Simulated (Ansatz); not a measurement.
Crystal: NaLaMnMoO6.

```
CELL_PARAMETERS angstrom
-2.72294 2.72294 3.89889
2.72294 -2.72294 3.89889
2.72294 2.72294 -3.89889
ATOMIC_POSITIONS crystal
Na 0.25000 0.75000 0.50000
La 0.75000 0.25000 0.50000
Mn 0.50000 0.50000 0.00000
Mo 0.00000 0.00000 0.00000
O 0.20766 0.29607 0.50371
O 0.29605 0.79234 0.08841
O 0.79236 0.70395 0.49629
O 0.70393 0.20764 0.91159
O 0.25194 0.25194 0.00000
O 0.74806 0.74806 0.00000
```

The cell was built by a generator and needn't be a form met in nature.

Base run:

```yaml
Program: Ansatz 0.2.0
Functional: PBE
Potentials_or_basis: Ansatz PAW earlier set
Cutoff: 900 eV
Density_cutoff: 4500 eV
k_mesh: 7 × 7 × 7
Occupations: fermi-dirac, width 0.05 eV
Spin: collinear spin, ferromagnetic start
Starting_moments: "[0.0, 0.0, 4.0, 1.0, 0.0, 0.0, 0.0, 0.0, 0.0, 0.0] μB"
```

Its results: band gap on the k mesh none (metal or under the smearing width); pressure 0.3 GPa; net moment 1.97 μB per cell; site moments Na +0.00; La -0.01; Mn +2.24; Mo -0.37; O +0.01 μB; largest force 0.080 eV/Å.

**Question.** The run is repeated on the same cell with these changes: potentials or basis from Ansatz PAW earlier set to Ansatz NC; cutoff from 900 eV to 1497 eV; density cutoff from 4500 eV to 5987 eV. What comes out?

**Answer.** Band gap on the k mesh none (metal or under the smearing width); pressure 0.5 GPa; net moment 2.07 μB per cell; site moments Na +0.00; La -0.01; Mn +2.31; Mo -0.36; O +0.02, +0.01 μB; largest force 0.138 eV/Å.

Caveats: a cell with one magnetic atom can't hold antiferromagnetic order, which such compounds often take; semilocal functionals often make such compounds metallic where correlation or magnetic order opens a gap, which also shifts bond lengths.

Not every run made on this cell is shown here.
